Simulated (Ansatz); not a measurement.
# CH5AsOSi: rotation by 120° about the As1–Si2 bond, part 1 of 2

Wanted: the energy profile along the rotation by 120° about the As1–Si2 bond, from relaxed end points and a band of images. SMILES of the start: [AsH2][SiH]1CO1.

All numbers below are computed with Ansatz 0.2.0 (RKS B3LYP-D4/def2-mTZVP).

## (1) The starting structure

Bond lengths: As1–Si2 2.255 Å, Si2–C3 1.845 Å, Si2–O4 1.747 Å, C3–O4 1.415 Å, As1–H5 1.582 Å, As1–H6 1.556 Å, Si2–H7 1.501 Å, C3–H8 1.144 Å, C3–H9 1.071 Å. Angles (14 of 16 angles, heavy atoms first): As1–Si2–C3 114.6°, As1–Si2–O4 109.7°, C3–Si2–O4 46.3°, Si2–C3–O4 63.2°, Si2–O4–C3 70.5°, As1–Si2–H7 120.6°, C3–Si2–H7 124.1°, O4–Si2–H7 104.2°, Si2–As1–H5 93.9°, Si2–As1–H6 95.3°, Si2–C3–H8 112.8°, Si2–C3–H9 117.0°, O4–C3–H8 105.9°, O4–C3–H9 112.9°.

As a file:

```xyz
9

As   -1.1377    1.6140   -0.0459
Si    0.4769    0.0573   -0.2824
C    -0.1117   -1.6865   -0.1512
O     0.3853   -1.0896    1.0316
H    -0.3807    2.6882   -0.9268
H    -0.5754    2.2023    1.2802
H     1.9230    0.4573   -0.3216
H     0.6795   -2.4474   -0.4749
H    -1.1706   -1.8417   -0.1260
```

## (2) End point A

File input.yaml:

```yaml
crystal:
  periodic: [false, false, false]
  atoms:
    - { symbol: As, position_ang: [-1.1377, 1.614, -0.0459] }
    - { symbol: Si, position_ang: [0.4769, 0.0573, -0.2824] }
    - { symbol: C, position_ang: [-0.1117, -1.6865, -0.1512] }
    - { symbol: O, position_ang: [0.3853, -1.0896, 1.0316] }
    - { symbol: H, position_ang: [-0.3807, 2.6882, -0.9268] }
    - { symbol: H, position_ang: [-0.5754, 2.2023, 1.2802] }
    - { symbol: H, position_ang: [1.923, 0.4573, -0.3216] }
    - { symbol: H, position_ang: [0.6795, -2.4474, -0.4749] }
    - { symbol: H, position_ang: [-1.1706, -1.8417, -0.126] }
basis:
  gaussian: { orbitals: def2-mTZVP }
hamiltonian:
  xc: b3lyp
  dispersion: d4
relax:
  f_tol: 0.015
  max_steps: 40
output:
  orbitals: {}
```

On the command line:

```console
$ ansatz run input.yaml --threads 2 --pin off --max-ram 3072MiB --backend cpu --events-out ev --progress --plain --runs-dir out
```

Standard output, cut to the lines that bear on the results:

```text
Warning: RAYON_NUM_THREADS=2 ignored (pool sized by the plan → 2); use --threads N
[...]
Functional definition: B3LYP
[...]
1212 factors; integrals over basis functions are off by at most 6.4e-4 eV
[...]
mean field -71886.17391551 eV, -2641.7681651963 hartree, gradient 6.4e-6 eV, S^2 0.000000; 0 other end points of the search recorded, 0 dependent functions left out
[...]
reference -71886.17419043 eV, -2641.7681752993 hartree; 33, 33 occupied and 83, 83 virtual orbitals, 1212 factors
relax step   1: F+E_penalty+E_count = -71886.51025870 eV  Δ(F+E_penalty+E_count) = +0.000e0 eV  max|allowed force component| = 2.664e0 eV/Å  Δτ_max = 0.0000 Å  (28 SCF iters, accepted)
[...]
relax step   5: F+E_penalty+E_count = -71886.97688206 eV  Δ(F+E_penalty+E_count) = +3.156e-2 eV  max|allowed force component| = 1.413e0 eV/Å  Δτ_max = 0.0924 Å  (30 SCF iters, rejected (line search))
[...]
relax step   9: F+E_penalty+E_count = -71887.04209755 eV  Δ(F+E_penalty+E_count) = +4.303e-3 eV  max|allowed force component| = 3.463e-1 eV/Å  Δτ_max = 0.1950 Å  (27 SCF iters, rejected (line search))
[...]
relax step  13: F+E_penalty+E_count = -71887.04949280 eV  Δ(F+E_penalty+E_count) = -5.217e-4 eV  max|allowed force component| = 7.380e-2 eV/Å  Δτ_max = 0.0197 Å  (24 SCF iters, accepted)
[...]
relax step  15: F+E_penalty+E_count = -71887.05019707 eV  Δ(F+E_penalty+E_count) = -8.603e-5 eV  max|allowed force component| = 1.631e-2 eV/Å  Δτ_max = 0.0234 Å  (31 SCF iters, accepted)
[...]
relax step  16: F+E_penalty+E_count = -71887.05033018 eV  Δ(F+E_penalty+E_count) = -1.331e-4 eV  max|allowed force component| = 7.262e-3 eV/Å  Δτ_max = 0.0174 Å  (24 SCF iters, accepted)
1212 factors; integrals over basis functions are off by at most 6.0e-4 eV
[...]
mean field -71886.72301973 eV, -2641.7883444040 hartree, gradient 1.4e-5 eV, S^2 0.000000; 1 other end points of the search recorded, 0 dependent functions left out
[...]
reference -71886.72329435 eV, -2641.7883544961 hartree; 33, 33 occupied and 83, 83 virtual orbitals, 1212 factors
Total energy: -71887.05060481 eV, -2641.8003829336 hartree
Atom 0 at    -1.171302     1.742916     0.168461 Å, force     0.004801     0.002993    -0.000952 eV/Å
Atom 1 at     0.466411     0.039971     0.036867 Å, force    -0.004239     0.001055    -0.005271 eV/Å
Atom 2 at    -0.036481    -1.689116    -0.244888 Å, force    -0.002804    -0.003425     0.002235 eV/Å
Atom 3 at     0.278256    -1.220320     1.131611 Å, force     0.001987     0.003287     0.003365 eV/Å
Atom 4 at    -0.583252     2.460923    -1.050024 Å, force    -0.001344    -0.004407     0.007262 eV/Å
Atom 5 at    -0.312054     2.573829     1.124771 Å, force    -0.002514    -0.000849    -0.004929 eV/Å
Atom 6 at     1.862415     0.459580    -0.222887 Å, force     0.004298     0.000862     0.003152 eV/Å
Atom 7 at     0.663552    -2.441130    -0.598880 Å, force    -0.000154     0.000688    -0.003796 eV/Å
Atom 8 at    -1.078944    -1.972751    -0.362031 Å, force    -0.000031    -0.000206    -0.001065 eV/Å
Dipole moment:     0.034178     0.237023    -0.346724 e Å
```

Run time: 62 s. Hardware: 2 threads of Arm Neoverse V1, shared host; peak memory 0.28 GiB.

The steps of the relaxation:

| step | energy from step 1 (eV) | largest force component (eV/Å) |
| --- | --- | --- |
| 1 | 0.0000 | 2.6643 |
| 2 | -0.4335 | 1.0726 |
| 3 | -0.4982 | 0.7598 |
| 4x | -0.4944 | 0.6813 |
| 5x | -0.4666 | 1.4134 |
| 6 | -0.5298 | 0.0878 |
| 7 | -0.5336 | 0.0319 |
| 8 | -0.5361 | 0.0713 |
| 9x | -0.5318 | 0.3463 |
| 10x | -0.5313 | 0.1789 |
| 11 | -0.5376 | 0.0695 |
| 12 | -0.5387 | 0.0800 |
| 13 | -0.5392 | 0.0738 |
| 14 | -0.5399 | 0.0244 |
| 15 | -0.5399 | 0.0163 |
| 16 | -0.5401 | 0.0073 |

Step 1 is the start. 4 steps were tried and not accepted (marked x).

After: Bond lengths: As1–Si2 2.366 Å, Si2–C3 1.823 Å, Si2–O4 1.680 Å, C3–O4 1.488 Å, As1–H5 1.532 Å, As1–H6 1.531 Å, Si2–H7 1.481 Å, C3–H8 1.087 Å, C3–H9 1.087 Å. Angles (14 of 16 angles, heavy atoms first): As1–Si2–C3 120.0°, As1–Si2–O4 115.2°, C3–Si2–O4 50.1°, Si2–C3–O4 60.0°, Si2–O4–C3 70.0°, As1–Si2–H7 117.3°, C3–Si2–H7 120.1°, O4–Si2–H7 115.6°, Si2–As1–H5 91.6°, Si2–As1–H6 92.1°, Si2–C3–H8 121.9°, Si2–C3–H9 121.9°, O4–C3–H8 112.5°, O4–C3–H9 112.6°.

## (3) End point B

The second end starts from a geometry with the move made by hand.

File input.yaml:

```yaml
crystal:
  periodic: [false, false, false]
  atoms:
    - { symbol: As, position_ang: [-1.1377, 1.614, -0.0459] }
    - { symbol: Si, position_ang: [0.4769, 0.0573, -0.2824] }
    - { symbol: C, position_ang: [1.3597, 0.10561, -1.90191] }
    - { symbol: O, position_ang: [0.26481, -0.78472, -1.79778] }
    - { symbol: H, position_ang: [-0.3807, 2.6882, -0.9268] }
    - { symbol: H, position_ang: [-0.5754, 2.2023, 1.2802] }
    - { symbol: H, position_ang: [0.63332, -1.04004, 0.72958] }
    - { symbol: H, position_ang: [2.29728, -0.55053, -1.91593] }
    - { symbol: H, position_ang: [1.15809, 0.94048, -2.54091] }
basis:
  gaussian: { orbitals: def2-mTZVP }
hamiltonian:
  xc: b3lyp
  dispersion: d4
relax:
  f_tol: 0.015
  max_steps: 40
output:
  orbitals: {}
```

On the command line:

```console
$ ansatz run input.yaml --threads 2 --pin off --max-ram 3072MiB --backend cpu --events-out ev --progress --plain --runs-dir out
```

Standard output, cut to the lines that bear on the results:

```text
Warning: RAYON_NUM_THREADS=2 ignored (pool sized by the plan → 2); use --threads N
[...]
[... 1 set-up line as earlier in the session ...]
[...]
1212 factors; integrals over basis functions are off by at most 5.0e-4 eV
[...]
mean field -71886.15260323 eV, -2641.7673819845 hartree, gradient 2.2e-5 eV, S^2 0.000000; 0 other end points of the search recorded, 0 dependent functions left out
[...]
reference -71886.15287939 eV, -2641.7673921332 hartree; 33, 33 occupied and 83, 83 virtual orbitals, 1212 factors
relax step   1: F+E_penalty+E_count = -71886.49189630 eV  Δ(F+E_penalty+E_count) = +0.000e0 eV  max|allowed force component| = 2.005e0 eV/Å  Δτ_max = 0.0000 Å  (28 SCF iters, accepted)
[...]
relax step   3: F+E_penalty+E_count = -71887.00802827 eV  Δ(F+E_penalty+E_count) = -7.028e-2 eV  max|allowed force component| = 9.244e-1 eV/Å  Δτ_max = 0.1247 Å  (30 SCF iters, accepted)
[...]
Total energy: -71887.05054256 eV, -2641.8003806460 hartree
Atom 0 at    -1.249219     1.659857     0.144700 Å, force     0.004728     0.004850     0.001509 eV/Å
Atom 1 at     0.352116     0.005578    -0.400106 Å, force     0.003619    -0.001371    -0.000659 eV/Å
Atom 2 at     1.454345     0.044835    -1.850631 Å, force    -0.006092    -0.001587     0.006860 eV/Å
Atom 3 at     0.169294    -0.711722    -1.905813 Å, force     0.000244     0.001033     0.002350 eV/Å
Atom 4 at    -0.693321     2.626168    -0.899094 Å, force    -0.001171    -0.003879     0.005184 eV/Å
Atom 5 at    -0.356142     2.231147     1.248851 Å, force    -0.003644    -0.001418    -0.006558 eV/Å
Atom 6 at     0.625478    -0.911821     0.731382 Å, force    -0.001763     0.002430    -0.005647 eV/Å
Atom 7 at     2.322655    -0.602757    -1.939228 Å, force     0.003882    -0.000343    -0.002073 eV/Å
Atom 8 at     1.471095     0.891315    -2.531910 Å, force     0.000197     0.000285    -0.000967 eV/Å
Dipole moment:     0.209111     0.281868     0.282011 e Å
```

Run time: 45 s. Hardware: 2 threads of Arm Neoverse V1, shared host; peak memory 0.28 GiB.

Relaxation path:

| step | energy from step 1 (eV) | largest force component (eV/Å) |
| --- | --- | --- |
| 1 | 0.0000 | 2.0047 |
| 2 | -0.4459 | 0.8988 |
| 3 | -0.5161 | 0.9244 |
| 4 | -0.5459 | 0.3642 |
| 5 | -0.5518 | 0.2613 |
| 6 | -0.5569 | 0.0858 |
| 7 | -0.5578 | 0.0293 |
| 8 | -0.5582 | 0.0166 |
| 9 | -0.5583 | 0.0186 |
| 10x | -0.5583 | 0.0204 |
| 11 | -0.5584 | 0.0069 |

Step 1 is the start. 1 step was tried and not accepted (marked x).

After: Bond lengths: As1–Si2 2.366 Å, Si2–C3 1.822 Å, Si2–O4 1.678 Å, C3–O4 1.492 Å, As1–H5 1.527 Å, As1–H6 1.531 Å, Si2–H7 1.482 Å, C3–H8 1.087 Å, C3–H9 1.087 Å. Angles (14 of 16 angles, heavy atoms first): As1–Si2–C3 125.3°, As1–Si2–O4 115.6°, C3–Si2–O4 50.3°, Si2–C3–O4 59.8°, Si2–O4–C3 69.9°, As1–Si2–H7 112.4°, C3–Si2–H7 120.6°, O4–Si2–H7 116.1°, Si2–As1–H5 92.2°, Si2–As1–H6 91.8°, Si2–C3–H8 122.4°, Si2–C3–H9 121.7°, O4–C3–H8 112.5°, O4–C3–H9 112.6°.

## (4) The band

crystal.atoms is end A as relaxed above, and neb.final_atoms is end B, turned to lie on A. With 9 inner images the band has 11 in all.

File input.yaml:

```yaml
crystal:
  periodic: [false, false, false]
  atoms:
    - { symbol: As, position_ang: [-1.171302, 1.742916, 0.168461] }
    - { symbol: Si, position_ang: [0.466411, 0.039971, 0.036867] }
    - { symbol: C, position_ang: [-0.036481, -1.689116, -0.244888] }
    - { symbol: O, position_ang: [0.278256, -1.22032, 1.131611] }
    - { symbol: H, position_ang: [-0.583252, 2.460923, -1.050024] }
    - { symbol: H, position_ang: [-0.312054, 2.573829, 1.124771] }
    - { symbol: H, position_ang: [1.862415, 0.45958, -0.222887] }
    - { symbol: H, position_ang: [0.663552, -2.44113, -0.59888] }
    - { symbol: H, position_ang: [-1.078944, -1.972751, -0.362031] }
basis:
  gaussian: { orbitals: def2-mTZVP }
hamiltonian:
  xc: b3lyp
  dispersion: d4
neb:
  order_check: false
  images: 9
  f_tol: 0.03
  max_iterations: 48
  initial_path: idpp
  final_atoms:
    - { symbol: As, position_ang: [-0.61571531, 2.03036612, 0.68274498] }
    - { symbol: Si, position_ang: [0.63043484, 0.04481869, 0.3626863] }
    - { symbol: C, position_ang: [-0.00028694, -1.48096558, -0.40844602] }
    - { symbol: O, position_ang: [-0.00672626, -1.33345342, 1.07647092] }
    - { symbol: H, position_ang: [-1.75193499, 1.53107705, -0.20719925] }
    - { symbol: H, position_ang: [0.08941332, 2.72025854, -0.48770377] }
    - { symbol: H, position_ang: [2.08696491, 0.2565507, 0.53676255] }
    - { symbol: H, position_ang: [0.65776869, -2.27791887, -0.74462353] }
    - { symbol: H, position_ang: [-1.00131727, -1.53683123, -0.82769218] }
```

On the command line:

```console
$ ansatz run input.yaml --threads 2 --pin off --max-ram 3072MiB --backend cpu --events-out ev --progress --plain --runs-dir out
```

Standard output, cut to the lines that bear on the results:

```text
Warning: RAYON_NUM_THREADS=2 ignored (pool sized by the plan → 2); use --threads N
[...]
[... 1 set-up line as earlier in the session ...]
[...]
1211 factors; integrals over basis functions are off by at most 6.0e-4 eV
[...]
mean field -71886.72301627 eV, -2641.7883442770 hartree, gradient 2.8e-5 eV, S^2 0.000000; 0 other end points of the search recorded, 0 dependent functions left out
[...]
reference -71886.72329304 eV, -2641.7883544482 hartree; 33, 33 occupied and 83, 83 virtual orbitals, 1211 factors
1211 factors; integrals over basis functions are off by at most 6.6e-4 eV
[...]
mean field -71886.72229935 eV, -2641.7883179307 hartree, gradient 6.3e-6 eV, S^2 0.000000; 0 other end points of the search recorded, 0 dependent functions left out
[...]
reference -71886.72257290 eV, -2641.7883279835 hartree; 33, 33 occupied and 83, 83 virtual orbitals, 1211 factors
[...]
Total energy: -71887.02605259 eV, -2641.7994806562 hartree
Atom 0 at    -1.124338     1.708375     0.682810 Å, force    -0.010184    -0.019201     0.010773 eV/Å
Atom 1 at     0.475548    -0.012449     0.353407 Å, force    -0.012931    -0.020039     0.011254 eV/Å
Atom 2 at     0.085970    -1.513247    -0.605471 Å, force    -0.007874     0.016418     0.003521 eV/Å
Atom 3 at     0.016223    -1.541161     0.879682 Å, force    -0.000151     0.007690    -0.002462 eV/Å
Atom 4 at    -1.179726     2.019975    -0.812320 Å, force     0.003651     0.011012    -0.011016 eV/Å
Atom 5 at    -0.042528     2.762095     0.916113 Å, force     0.008671     0.008798    -0.004110 eV/Å
Atom 6 at     1.880400     0.352340     0.646071 Å, force     0.003377     0.003305    -0.006774 eV/Å
Atom 7 at     0.860802    -2.163213    -1.002304 Å, force     0.011367    -0.009984    -0.006012 eV/Å
Atom 8 at    -0.883750    -1.658814    -1.074987 Å, force     0.004073     0.002002     0.004826 eV/Å
Dipole moment:     0.114592     0.343479    -0.295825 e Å
this run last wrote the band of iteration 5 to <dir>
```

It took 3.1 min on 2 threads of Arm Neoverse V1, shared host; peak memory 0.28 GiB.

(Continued in part 2 of 2.)
